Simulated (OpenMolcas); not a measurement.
# Rh²⁺ among point charges: CASSCF levels and susceptibility

Aim: the splitting of the states of Rh²⁺ in the field of 6 point charges, its lowest levels with spin-orbit coupling and its magnetic susceptibility.

Method: state-averaged CASSCF, spin-orbit coupling by RASSI with atomic mean-field integrals. Code: OpenMolcas 26.06.

1 further run of the same task is left out (set aside as unsound or not needed).

### Step 1. The atom as given

* Species: Rh²⁺ (rhodium, Z = 45, 43 electrons)
* Basis: ANO-RCC-VDZP [6s5p3d1f], 43 functions
* Scalar Hamiltonian: DKH2, point nucleus
* Inactive shells: 1s 2s 2p 3s 3p 3d 4s 4p
* Active space: 7 electrons in 5 orbitals (4d)
* Some configurations of this space: 4d⁷
* Orbitals: optimised for each spin and parity, averaged over all roots

Outer shells as boxes (Hund's rule):

4d7
```
4d [↑↓][↑↓][↑ ][↑ ][↑ ]
```

The ion sits among 6 point charges of -1.7 e arranged as a trigonal prism (D3h), 2.07 Å from the ion, with a polar angle of 56.5° against the regular 49.1°.

Each step is its own input file, run in one work folder so that later steps find the files of earlier ones. Labels, J, g values, rates, χT and fits are worked out afterwards by a script from the matrices that RASSI stores.

### Step 2. Basis and integrals

Input file a.inp:

```
&GATEWAY
Coord
1

Rh 0.0 0.0 0.0
Basis=ANO-RCC-VDZP
Group=NoSym
NoMove
AngMom=0.0 0.0 0.0
AMFI
XField
6 Angstrom 0
1.725445 0.000000 1.143564 -1.700000
-0.862723 1.494280 1.143564 -1.700000
-0.862723 -1.494280 1.143564 -1.700000
1.725445 0.000000 -1.143564 -1.700000
-0.862723 1.494280 -1.143564 -1.700000
-0.862723 -1.494280 -1.143564 -1.700000
&SEWARD
```

The run is started by

```sh
$ OMP_NUM_THREADS=1 MOLCAS_MEM=1689 MOLCAS_PROJECT=a pymolcas a.inp > a.log
```

What it wrote:

```text
Basis set label: RH.ANO-RCC...6S5P3D1F.

      Electronic valence basis set:
      ------------------
      Associated Effective Charge  45.000000 au
      Associated Actual Charge     45.000000 au
      Nuclear Model: Point charge

      Shell  nPrim  nBasis  Cartesian Spherical Contaminant
         s      21       6        X
         p      18       5        X
         d      13       3                 X
         f       6       1                 X
                  Relativistic Douglas-Kroll-Hess integrals:
                    - DKH order of Hamiltonian: 2
                    - DKH order of Properties : 0
                  Atomic mean-field integrals
```

### Step 3. Reference wave functions, quartets, 10 roots

Input file a.inp:

```
&RASSCF
FileOrb=start.orb
Symmetry=1
Spin=4
nActEl=7 0 0
Inactive=18
Ras2=5
CIRoot=10 10 1
SDav=10
CIMx=300
Iter=120 100
PrWF=0.3
OrbListing=Nothing
MaxOrb=0
>>> COPY $Project.JobIph JOB001
```

start.orb holds the contracted functions of the basis, ordered by shell, or the orbitals of the step before.

What it wrote (excerpt; [...] marks lines left out):

```text
[...]
      Number of active orbitals                  5
[...]
      Spin quantum number                      1.5
[...]
      Active orbitals                            5
[...]
      Number of CSFs                            10
      Number of root(s) required                10
[...]
      Convergence after 20 iterations
[...]
      Natural orbitals and occupation numbers for root  1
      sym 1:   2.000000   1.000000   2.000000   1.000000   1.000000
      Natural orbitals and occupation numbers for root  2
      sym 1:   1.000000   1.000000   2.000000   1.000000   2.000000
      Natural orbitals and occupation numbers for root  3
      sym 1:   1.000000   1.103099   1.103099   1.896901   1.896901
::    RASSCF root number  1 Total energy:  -4784.88746863
::    RASSCF root number  2 Total energy:  -4784.88746863
::    RASSCF root number  3 Total energy:  -4784.87566112
[...]
::    RASSCF root number  7 Total energy:  -4784.84940623
::    RASSCF root number  8 Total energy:  -4784.81278690
::    RASSCF root number  9 Total energy:  -4784.81278671
::    RASSCF root number 10 Total energy:  -4784.79070073
```

### Step 4. CASSCF: doublets, 40 roots

Input file a.inp:

```
&RASSCF
FileOrb=start.orb
Symmetry=1
Spin=2
nActEl=7 0 0
Inactive=18
Ras2=5
CIRoot=40 40 1
SDav=40
CIMx=300
Iter=120 100
PrWF=0.3
OrbListing=Nothing
MaxOrb=0
>>> COPY $Project.JobIph JOB002
```

The run is started by

```sh
$ OMP_NUM_THREADS=1 MOLCAS_MEM=1689 MOLCAS_PROJECT=a pymolcas a.inp > a.log
```

What it wrote (excerpt; [...] marks lines left out):

```text
[...]
      Number of active orbitals                  5
[...]
      Spin quantum number                      0.5
[...]
      Active orbitals                            5
[...]
      Number of CSFs                            40
      Number of root(s) required                40
[...]
      Convergence after 12 iterations
[...]
      Natural orbitals and occupation numbers for root  1
      sym 1:   1.522028   1.500016   1.238988   1.238984   1.499984
      Natural orbitals and occupation numbers for root  2
      sym 1:   1.848785   1.150435   0.904809   1.131240   1.964731
      Natural orbitals and occupation numbers for root  3
      sym 1:   1.849544   1.131246   1.150431   0.904721   1.964058
::    RASSCF root number  1 Total energy:  -4784.81439496
::    RASSCF root number  2 Total energy:  -4784.81422724
::    RASSCF root number  3 Total energy:  -4784.81422723
[...]
::    RASSCF root number 27 Total energy:  -4784.74282729
::    RASSCF root number 28 Total energy:  -4784.74282729
::    RASSCF root number 29 Total energy:  -4784.73335079
::    RASSCF root number 30 Total energy:  -4784.73263337
```

### Step 5. RASSI: spin-orbit coupling between the states

Input file a.inp:

```
&RASSI
NrOfJobIphs=2 10 40
1 2 3 4 5 6 7 8 9 10
1 2 3 4 5 6 7 8 9 10 11 12 13 14 15 16 17 18 19 20 21 22 23 24 25 26 27
28 29 30 31 32 33 34 35 36 37 38 39 40
IphNames
JOB001
JOB002
EJob
SpinOrbit
DIPRint=1.0
SOCoupling=1000.0
Subsets=2
Property=9
'ANGMOM' 1 'ANGMOM' 2 'ANGMOM' 3 'MLTPL  1' 1 'MLTPL  1' 2 'MLTPL  1' 3
'AMFI' 1 'AMFI' 2 'AMFI' 3
SOProperty=3
'ANGMOM' 1 'ANGMOM' 2 'ANGMOM' 3
```

What it wrote:

```text
SPIN-FREE ENERGIES:
  (Shifted by EMIN (a.u.) =      -4784.8874686322)

 SF State       Relative EMIN(au)   Rel lowest level(eV)    D:o, cm**(-1)      L_eff

     1             0.0000000000        0.0000000000              0.0000         2.7
     2             0.0000000016        0.0000000435              0.0004         2.7
     3             0.0118075166        0.3212988959           2591.4504         2.5
     4             0.0118075263        0.3212991593           2591.4525         2.5
     5             0.0371124448        1.0098810697           8145.2401         2.8
     6             0.0373463307        1.0162454307           8196.5722         2.8
     7             0.0380624043        1.0357307846           8353.7322         2.8
    11             0.0730736703        1.9884358669          16037.8169         3.7
    12             0.0732413879        1.9929996957          16074.6266         3.8
    13             0.0732414060        1.9930001878          16074.6306         3.8
    14             0.0735705975        2.0019579455          16146.8798         3.7
     8             0.0746817315        2.0321934406          16390.7455         1.4
     9             0.0746819224        2.0321986356          16390.7874         1.4
    15             0.0749925669        2.0406517045          16458.9660         4.8
    16             0.0749925675        2.0406517188          16458.9661         4.8
    17             0.0751045539        2.0436990251          16483.5443         4.0
    18             0.0751045797        2.0436997266          16483.5499         4.0
    19             0.0775529483        2.1103232317          17020.9047         3.8
    20             0.0775529504        2.1103232876          17020.9052         3.8
    21             0.0817178848        2.2236569254          17935.0026         3.5
    22             0.0868238295        2.3625967604          19055.6280         1.7
    23             0.0868238424        2.3625971113          19055.6308         1.7
    24             0.0956729642        2.6033939823          20997.7886         3.0
    10             0.0967679034        2.6331887947          21238.0999         0.9
    25             0.0997332629        2.7138803372          21888.9211         3.1
    26             0.0997332723        2.7138805938          21888.9232         3.1
    27             0.1010485073        2.7496699605          22177.5839         3.3
    28             0.1041014095        2.8327436628          22847.6185         4.5
    29             0.1046460037        2.8475628264          22967.1431         4.5
    30             0.1082666490        2.9460856033          23761.7829         4.2
    31             0.1082669634        2.9460941593          23761.8519         4.2
    32             0.1097922874        2.9876003383          24096.6218         4.5
    33             0.1097923009        2.9876007074          24096.6248         4.5
    34             0.1162135471        3.1623317177          25505.9254         1.7
    35             0.1162137106        3.1623361660          25505.9613         1.7
    36             0.1171989246        3.1891452058          25722.1908         2.1
    37             0.1446413398        3.9358913633          31745.1047         3.7
    38             0.1446413420        3.9358914252          31745.1052         3.7
    39             0.1541178454        4.1937602179          33824.9573         3.2
    40             0.1548352635        4.2132821587          33982.4124         2.5
Eigenvalues of complex Hamiltonian:
   -----------------------------------
  (Shifted by EMIN (a.u.) =      -4784.8874686322)

 SO State       Relative EMIN(au)   Rel lowest level(eV)    D:o, cm**(-1)     J-value

     1            -0.0071641434        0.0000000000              0.0000         2.5
     2            -0.0071641434        0.0000000000              0.0000         2.5
     3            -0.0053853426        0.0484036347            390.4016         3.2
     4            -0.0053853426        0.0484036347            390.4016         3.2
     5            -0.0020682533        0.1386662332           1118.4186         3.4
     6            -0.0020682533        0.1386662332           1118.4186         3.4
     7             0.0025171171        0.2634405184           2124.7911         3.2
     8             0.0025171171        0.2634405184           2124.7911         3.2
     9             0.0100933385        0.4696000045           3787.5795         2.1
    10             0.0100933385        0.4696000045           3787.5795         2.1
    11             0.0112032685        0.4998027401           4031.1810         2.4
    12             0.0112032685        0.4998027401           4031.1810         2.4
    13             0.0117920526        0.5158243717           4160.4041         2.9
    14             0.0117920526        0.5158243717           4160.4041         2.9
    15             0.0141627845        0.5803352717           4680.7196         2.4
    16             0.0141627845        0.5803352717           4680.7196         2.4
    17             0.0264580949        0.9149077120           7379.2283         1.5
    18             0.0264580949        0.9149077120           7379.2283         1.5
    19             0.0336673582        1.1110817602           8961.4788         1.8
    20             0.0336673582        1.1110817602           8961.4788         1.8
    21             0.0375384186        1.2164186804           9811.0783         2.8
    22             0.0375384186        1.2164186804           9811.0783         2.8
    23             0.0383906092        1.2396079678           9998.1125         2.7
    24             0.0383906092        1.2396079678           9998.1125         2.7
    25             0.0398528241        1.2793968617          10319.0316         1.8
    26             0.0398528241        1.2793968617          10319.0316         1.8
    27             0.0453101727        1.4278988829          11516.7812         1.4
    28             0.0453101727        1.4278988829          11516.7812         1.4
    29             0.0662927374        1.9988635550          16121.9218         1.5
    30             0.0662927374        1.9988635550          16121.9218         1.5
    31             0.0691732571        2.0772464895          16754.1228         3.6
    32             0.0691732571        2.0772464895          16754.1228         3.6
    33             0.0700456039        2.1009842551          16945.5808         3.3
    34             0.0700456039        2.1009842551          16945.5808         3.3
    35             0.0710351109        2.1279101134          17162.7525         1.7
    36             0.0710351109        2.1279101134          17162.7525         1.7
    37             0.0711655927        2.1314607038          17191.3900         2.3
    38             0.0711655927        2.1314607038          17191.3900         2.3
    39             0.0712567838        2.1339421398          17211.4041         2.6
    40             0.0712567838        2.1339421398          17211.4041         2.6
    41             0.0717258403        2.1467058155          17314.3501         2.5
Weights of the five most important spin-orbit-free states for each spin-orbit state.

 SO State  Total energy (au)           Spin-free states, spin, and weights
 -------------------------------------------------------------------------------------------------------
    1        -0.007164       1 1.5  0.4900    2 1.5  0.4900   11 0.5  0.0054   14 0.5  0.0053    5 1.5  0.0046
    2        -0.007164       1 1.5  0.4900    2 1.5  0.4900   11 0.5  0.0054   14 0.5  0.0053    5 1.5  0.0046
    3        -0.005385       1 1.5  0.4254    2 1.5  0.4254    3 1.5  0.0637    4 1.5  0.0637   13 0.5  0.0042
    4        -0.005385       1 1.5  0.4254    2 1.5  0.4254    3 1.5  0.0637    4 1.5  0.0637   13 0.5  0.0042
    5        -0.002068       2 1.5  0.3879    1 1.5  0.3879    3 1.5  0.1020    4 1.5  0.1020    7 1.5  0.0044
    6        -0.002068       2 1.5  0.3879    1 1.5  0.3879    3 1.5  0.1020    4 1.5  0.1020    7 1.5  0.0044
    7         0.002517       2 1.5  0.3707    1 1.5  0.3707    4 1.5  0.1197    3 1.5  0.1197    7 1.5  0.0102
    8         0.002517       2 1.5  0.3707    1 1.5  0.3707    4 1.5  0.1197    3 1.5  0.1197    7 1.5  0.0102
    9         0.010093       3 1.5  0.4326    4 1.5  0.4326    1 1.5  0.0640    2 1.5  0.0640    5 1.5  0.0013
   10         0.010093       3 1.5  0.4326    4 1.5  0.4326    1 1.5  0.0640    2 1.5  0.0640    5 1.5  0.0013
   11         0.011203       4 1.5  0.3731    3 1.5  0.3731    2 1.5  0.1038    1 1.5  0.1038    7 1.5  0.0247
   12         0.011203       4 1.5  0.3731    3 1.5  0.3731    2 1.5  0.1038    1 1.5  0.1038    7 1.5  0.0247
```

These steps: 25 s of run time, 1 thread, shared host.

Spin-free states, with their symmetry labels:

| state | degeneracy | E (cm-1) | free-ion L (%) |
| --- | --- | --- | --- |
| 4E | 2 | 0 | F (100) |
| 4E | 2 | 2591 | F (83) |
| 4A1 | 1 | 8145 | F (100) |
| 4A2 | 1 | 8197 | F (100) |
| 4A2 | 1 | 8354 | F (100) |
| 2A2 | 1 | 16038 | G (92) |
| 2E | 2 | 16075 | G (63) |
| 2A1 | 1 | 16147 | G (92) |
| 4E | 2 | 16391 | P (83) |
| 2E | 2 | 16459 | H (99) |
| 2E | 2 | 16484 | G (78) |
| 2E | 2 | 17021 | G (66) |
| 2A1 | 1 | 17935 | G (89) |
| 2E | 2 | 19056 | P (47) |
| 2A2 | 1 | 20998 | P (53) |
| 4A2 | 1 | 21238 | P (100) |
| 2E | 2 | 21889 | D (54) |
| 2A2 | 1 | 22178 | H (55) |
| 2A1 | 1 | 22848 | H (84) |
| 2A2 | 1 | 22967 | H (84) |
| 2E | 2 | 23762 | H (67) |
| 2E | 2 | 24097 | H (78) |
| 2E | 2 | 25506 | D (55) |
| 2A1 | 1 | 25722 | D (89) |

With spin-orbit coupling:

| E (cm-1) | Degeneracy | Label | 2S+1 | g |
| --- | --- | --- | --- | --- |
| 0.0 | 2 | E1/2 | 4 | 0.01 0.01 9.90 |
| 390.4 | 2 | E1/2 | 4 | 0.01 0.01 6.17 |
| 1118 | 2 | E3/2 | 4 | 0.00 0.00 2.37 |
| 2125 | 2 | E1/2 | 4 | 0.79 0.79 1.51 |
| 3788 | 2 | E1/2 | 4 | 0.00 0.00 7.71 |
| 4031 | 2 | E3/2 | 4 | 0.00 0.00 3.60 |
| 4160 | 2 | E1/2 | 4 | 1.26 2.41 2.41 |
| 4681 | 2 | E1/2 | 4 | 2.00 2.00 2.19 |
| 7379 | 2 | E3/2 | 4 | 0.00 0.00 11.87 |
| 8961 | 2 | E1/2 | 4 | 0.14 0.14 7.93 |
| 9811 | 2 | E3/2 | 4 | 0.00 0.00 5.88 |
| 9998 | 2 | E1/2 | 4 | 1.97 3.05 3.05 |
| 10319 | 2 | E1/2 | 4 | 0.14 0.14 3.96 |
| 11517 | 2 | E3/2 | 4 | 0.00 0.00 0.02 |
| 16122 | 2 | E3/2 | 2 | 0.00 0.00 9.35 |
| 16754 | 2 | E3/2 | 2 | 0.00 0.00 2.38 |
| 16946 | 2 | E1/2 | 2 | 1.09 1.09 4.65 |
| 17163 | 2 | E1/2 | 4 | 0.29 0.29 7.17 |
| 17191 | 2 | E3/2 | 4 | 0.00 0.00 3.74 |
| 17211 | 2 | E1/2 | 2 | 1.37 1.37 6.93 |
| 17314 | 2 | E1/2 | 2 | 0.86 0.86 6.54 |
| 17327 | 2 | E1/2 | 4 | 1.20 1.20 3.45 |
| 17468 | 2 |  | 2 | 0.36 1.39 1.39 |
| 18050 | 2 | E1/2 | 4 | 2.29 2.29 2.78 |

The table of states holds 24 of 33 computed; the rest, higher up, is left out. Labels of spin-orbit levels are those of the rotation subgroup (D3 for D3h). Principal g values are given for doublets only; a zero marks a field direction without first-order Zeeman splitting.

Powder χT (cm³ K/mol): 3.07 at 2 K, 3.08 at 5 K, 3.11 at 10 K, 3.15 at 20 K, 3.28 at 50 K, 3.50 at 100 K, 3.66 at 150 K, 3.78 at 200 K, 3.85 at 250 K, 3.91 at 300 K.

Orbitals of the lowest block (energies include the constant potential of the surroundings):

| shell | space | energy (hartree) | mean occupation | ⟨r²⟩ (bohr²) |
| --- | --- | --- | --- | --- |
| 1s | inactive | -855.7867 | 2.000 | 0.00140 |
| 2s | inactive | -125.6799 | 2.000 | 0.0236 |
| 2p | inactive | -112.2878 | 6.000 | 0.0187 |
| 3s | inactive | -22.4031 | 2.000 | 0.173 |
| 3p | inactive | -17.8722 | 6.000 | 0.175 |
| 3d | inactive | -10.6083 | 10.000 | 0.163 |
| 4s | inactive | -2.0604 | 2.000 | 1.10 |
| 4p | inactive | -0.6732 | 6.000 | 1.32 |
| 4d | RAS2 |  | 7.000 | 4.83 |

### Step 6. Results

```
                                            quantity                              value
                                              method                             CASSCF
                              spin-free ground state     4E, 2-fold in its orbital part
first state of the same spin within the active space                    4E at 2590 cm⁻¹
                                        lowest level  2-fold E1/2, g = 0.01, 0.01, 9.90
                                          next level                         390.4 cm⁻¹
                                         χT at 300 K                     3.91 cm³ K/mol
                           effective moment at 300 K                            5.59 μB
```

What this shows: The spin-free ground state (4E) comes to 100 % from free-ion F terms and keeps the highest spin of the shell. χT at 300 K is 3.91, against 1.88 cm³ K/mol for the spin alone, so orbital moment adds to it. An active space of the d shell alone favours high spin; real ions in strong fields can be low spin. The field of point charges can differ much from that of real complexes. With metal d orbitals alone active, the gaps between spin states are rough; where two lie within a few thousand cm-1, their order is open. Point charges carry no covalency, so the field is a model and not that of real ligands.
